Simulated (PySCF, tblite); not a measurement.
# C₂H₈Cl₂Si₂: geometry, infrared bands and NMR shifts

Wanted: the infrared bands and NMR shifts of C₂H₈Cl₂Si₂ (`C[SiH2][Si@H](Cl)CCl`), by calculation.

Computed with tblite 0.8.0 and PySCF 2.14.0, with density-fitted response routines of our own, on a single molecule in the gas phase. Atoms count from 0, in the outputs and in this text.

### Step 1. Starting geometry

14 atoms, charge 0, multiplicity 1; geometry from: force field or distance geometry start.

Bonds of the start (Å): C0–Si1 1.84, Si1–Si2 2.32, Si2–Cl3 2.04, Si2–C4 1.83, C4–Cl5 1.78, C0–H6 1.09, C0–H7 1.10, C0–H8 1.09, Si1–H9 1.50, Si1–H10 1.48, Si2–H11 1.49, C4–H12 1.10, C4–H13 1.10.

### Step 2. Geometry optimisation with GFN2-xTB

The job: settings as JSON, then the geometry in Å.

```
{"job": {"kind": "relax", "xc": "GFN2-xTB", "basis": "xTB"}, "charge": 0, "multiplicity": 1}
C     -2.420200    -0.476100     0.181500
Si    -0.989100     0.530200     0.743500
Si     0.981700    -0.482600     0.061800
Cl     1.027000    -2.404800     0.752500
C      2.420900     0.431400     0.729500
Cl     2.573400     2.011100    -0.086600
H     -2.402700    -1.484100     0.589800
H     -3.364100    -0.008700     0.503200
H     -2.447900    -0.558600    -0.907700
H     -0.998500     0.626000     2.242400
H     -1.087400     1.903700     0.205900
H      1.005500    -0.597500    -1.425000
H      2.341200     0.618500     1.807700
H      3.359500    -0.109000     0.539500
```

Started as:

```sh
> OMP_NUM_THREADS=1 python probes_run.py task.json out
```

This one command runs all jobs of the session in turn.

**Question.** This job is followed by: GFN2-xTB harmonic vibrations, gas phase; GIAO PBE0/pcSseg-1 NMR shielding, non-relativistic, gas phase. Predict these results of the whole session: strongest single infrared mode (GFN2-xTB); zero-point energy (GFN2-xTB); 13C shifts against TMS (PBE0/pcSseg-1); 1H shifts against TMS (PBE0/pcSseg-1, means over atoms taken as alike); 29Si shifts against TMS (PBE0/pcSseg-1); 35Cl shifts against HCl (PBE0/pcSseg-1).

**Answer**, as computed:

```
                                                              quantity                                   value
                             strongest single infrared mode (GFN2-xTB)                   2197 cm⁻¹, 347 km/mol
                                          zero-point energy (GFN2-xTB)                           56.7 kcal/mol
                                13C shifts against TMS (PBE0/pcSseg-1)                         35.1, -11.4 ppm
1H shifts against TMS (PBE0/pcSseg-1, means over atoms taken as alike)  5.28, 4.19, 4.01, 3.44, 3.10, 0.29 ppm
                               29Si shifts against TMS (PBE0/pcSseg-1)                        -10.3, -76.4 ppm
                               35Cl shifts against HCl (PBE0/pcSseg-1)                              8, -45 ppm
```

Over 69 steps the energy fell by 0.208 eV; of the close pairs, Si2–C4 changed most, 1.831 to 1.920 Å. All 36 modes are real, so the xTB geometry is a minimum. The strongest single mode, at 2197 cm⁻¹, moves mainly H11. GFN2-xTB is a fitted tight-binding method: band positions and strengths are rough. Its intensities can rank the bands wrongly. At PBE0/pcSseg-1: The widest tensor belongs to Cl5: span 247 ppm, with a paramagnetic part of -205 ppm.
